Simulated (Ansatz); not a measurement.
# F3HOSi: the cost of one run

Method: RKS PBE0-D4/def2-SVP; program: Ansatz 0.2.0.

### Step 1. Reference run: F3HOSi, relaxed

File input.yaml:

```yaml
crystal:
  periodic: [false, false, false]
  atoms:
    - { symbol: Si, position_ang: [-0.359271, 0.233495, 0.249369] }
    - { symbol: F, position_ang: [1.347204, -0.733191, -0.134503] }
    - { symbol: O, position_ang: [-0.487563, 0.023419, -1.323808] }
    - { symbol: H, position_ang: [0.640849, -0.529763, -1.090327] }
    - { symbol: F, position_ang: [-1.160521, -0.617109, 1.346636] }
    - { symbol: F, position_ang: [0.019302, 1.623249, 0.952732] }
basis:
  gaussian: { orbitals: def2-SVP }
hamiltonian:
  xc: pbe0
  dispersion: d4
output:
  forces: true
relax:
  f_tol: 0.02
  max_steps: 120
  constraints: [{ distance: [1, 3] }, { distance: [0, 1] }, { distance: [2, 3] }]
  escape_saddle: false
```

Run with:

```console
> ansatz run input.yaml --threads 1 --pin off --max-ram 2560MiB --backend cpu --events-out ev --progress --plain --runs-dir out
```

What time and memory should one allow on 1 thread of Arm Neoverse V2, shared host?

About 12 s, with a peak of 0.15 GiB.
